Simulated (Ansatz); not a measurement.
# CoO: the cost of one run

Program: Ansatz 0.2.0. Level of theory: DFT LDA+U, scalar-relativistic, plane waves, PAW. These are calculated values, not measurements.

1 further run of the same task is left out (it didn't finish).

### 1 Starting point

The structure is cubic, space group Fm-3m (No. 225). The conventional cell has a = 4.260 Å, b = 4.260 Å, c = 4.260 Å, α = 90.00°, β = 90.00°, γ = 90.00°. Around Co (site symmetry m-3m) lie 6 O at 2.13 Å. Around O (site symmetry m-3m) lie 6 Co at 2.13 Å.

Coordinates:

```cif
data_structure
_symmetry_space_group_name_H-M 'P 1'
_symmetry_Int_Tables_number 1
_cell_length_a 5.2174
_cell_length_b 5.2174
_cell_length_c 5.2174
_cell_angle_alpha 33.557
_cell_angle_beta 33.557
_cell_angle_gamma 33.557
_cell_volume 38.65
loop_
_atom_site_label
_atom_site_type_symbol
_atom_site_fract_x
_atom_site_fract_y
_atom_site_fract_z
_atom_site_occupancy
Co1 Co 0.00000 0.00000 0.00000 1
Co2 Co 0.50000 0.50000 0.50000 1
O1 O 0.25000 0.25000 0.25000 1
O2 O 0.75000 0.75000 0.75000 1
```

### 2 Single point: CoO, moments +−

The input, input.yaml:

```yaml
crystal:
  lattice:
    - [2.13, 2.13, 4.26]
    - [4.26, 2.13, 2.13]
    - [2.13, 4.26, 2.13]
  atoms:
    - { symbol: Co, position: [0.0, 0.0, 0.0], spin: 3.0 }
    - { symbol: Co, position: [0.5, 0.5, 0.5], spin: -3.0 }
    - { symbol: O, position: [0.25, 0.25, 0.25] }
    - { symbol: O, position: [0.75, 0.75, 0.75] }
magnetization:
  spin_polarized: true
scf:
  occupations: { method: gaussian, width: 0.02 }
output:
  forces: true
  stress: true
  populations: true
  write_density: true
  write_potential: true
  elf: true
  volumetric_format: npy
hamiltonian:
  hubbard: { sites: [{ species: Co, l: d, u_eff: 4.0 }] }
  xc: lda
kpoints:
  mp_grid: { grid: [6, 6, 6] }
```

Started as:

```bash
$ ansatz run input.yaml --threads 4 --pin off --max-ram 10240MiB --backend cpu --events-out ev --progress --plain --runs-dir out
```

Q: Estimate wall time and peak memory on 4 threads of Arm Neoverse V2, shared host.

About 15 s, with a peak of 0.75 GiB.
